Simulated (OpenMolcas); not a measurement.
**Ho²⁺ among point charges: CASSCF levels and susceptibility**

Aim: the splitting of the states of Ho²⁺ in the field of 6 point charges, its lowest levels with spin-orbit coupling and its magnetic susceptibility.

Program: OpenMolcas 26.06. Level of theory: state-averaged CASSCF, spin-orbit coupling by RASSI with atomic mean-field integrals. These are calculated values, not measurements, unless marked.

## 1. What is computed

- Species: Ho²⁺ (holmium, Z = 67, 65 electrons)
- Basis: ANO-RCC-VDZP [7s6p4d2f1g], 68 functions
- Scalar Hamiltonian: DKH2, point nucleus
- Inactive shells: 1s 2s 2p 3s 3p 3d 4s 4p 4d 5s 5p
- Active space: 11 electrons in 7 orbitals (4f)
- Some configurations of this space: 4f11
- Orbitals: optimised for the highest spin of each parity, averaged over all roots

Outer shells as boxes (Hund's rule):

4f11
```
4f [↑↓][↑↓][↑↓][↑↓][↑ ][↑ ][↑ ]
```

The ion sits among 6 point charges of -1 e arranged as an octahedron (Oh), 2.53 Å from the ion.

The work runs as a chain of OpenMolcas steps in one folder; each step below is one input file. Labels, J, g values, rates, χT and fits are worked out afterwards by a script from the matrices that RASSI stores. The input lists half of the charges; inversion (Group=XYZ) makes the rest.

## 2. One- and two-electron integrals

Contents of a.inp:

```
&GATEWAY
Coord
1

Ho 0.0 0.0 0.0
Basis=ANO-RCC-VDZP
Group=XYZ
NoMove
AngMom=0.0 0.0 0.0
AMFI
XField
3 Angstrom 0
2.530000 0.000000 0.000000 -1.000000
0.000000 2.530000 0.000000 -1.000000
0.000000 0.000000 2.530000 -1.000000
&SEWARD
```

Run with:

```
$ OMP_NUM_THREADS=1 MOLCAS_MEM=2252 MOLCAS_PROJECT=a pymolcas a.inp > a.log
```

## 3. CASSCF: quartets of odd parity, 35 roots

Contents of a.inp:

```
&RASSCF
FileOrb=start.orb
Symmetry=2
Spin=4
nActEl=11 0 0
Inactive=15 12
Ras2=0 7
CIRoot=35 35 1
SDav=35
CIMx=300
Iter=120 100
PrWF=0.3
OrbListing=Nothing
MaxOrb=0
>>> COPY $Project.JobIph JOB001
```

start.orb holds the contracted functions of the basis, ordered by shell, or the orbitals of the step before.

## 4. Reference wave functions, doublets of odd parity, 112 roots

Contents of a.inp:

```
&RASSCF
FileOrb=start.orb
Symmetry=2
Spin=2
nActEl=11 0 0
Inactive=15 12
Ras2=0 7
CIRoot=112 112 1
SDav=112
CIMx=300
Iter=120 100
PrWF=0.3
OrbListing=Nothing
MaxOrb=0
CIOnly
>>> COPY $Project.JobIph JOB002
```

## 5. RASSI: spin-orbit coupling between the states

Contents of a.inp:

```
&RASSI
NrOfJobIphs=2 35 73
1 2 3 4 5 6 7 8 9 10 11 12 13 14 15 16 17 18 19 20 21 22 23 24 25 26 27
28 29 30 31 32 33 34 35
1 2 3 4 5 6 7 8 9 10 11 12 13 14 15 16 17 18 19 20 21 22 23 24 25 26 27
28 29 30 31 32 33 34 35 36 37 38 39 40 41 42 43 44 45 46 47 48 49 50 51
52 53 54 55 56 57 58 59 60 61 62 63 64 65 66 67 68 69 70 71 72 73
IphNames
JOB001
JOB002
EJob
SpinOrbit
DIPRint=1.0
SOCoupling=1000.0
Subsets=2
Property=9
'ANGMOM' 1 'ANGMOM' 2 'ANGMOM' 3 'MLTPL  1' 1 'MLTPL  1' 2 'MLTPL  1' 3
'AMFI' 1 'AMFI' 2 'AMFI' 3
SOProperty=3
'ANGMOM' 1 'ANGMOM' 2 'ANGMOM' 3
```

**Question.** What will these runs give? Wanted: spin-free ground state; first state of the same spin within the active space; lowest level; next level.

The runs gave:

```
                                            quantity                            value
                                              method                           CASSCF
                              spin-free ground state  4A1, 1-fold in its orbital part
first state of the same spin within the active space                 4T1 at 19.1 cm⁻¹
                                        lowest level                        4-fold Γ8
                                          next level                        29.3 cm⁻¹
                                         χT at 300 K                  11.43 cm³ K/mol
                           effective moment at 300 K                          9.56 μB
```

The spin-free ground state (4A1) comes to 100 % from free-ion I terms and keeps the highest spin of the shell. The doublets rest on orbitals optimised for another spin in at least one step, which raises them against the optimised states. Not all states of the active space went into the spin-orbit step. High states of lower spin are left out of the spin-orbit mixing, and CASSCF puts spin-flip levels too high. This is an electrostatic model: the charges have no orbitals.
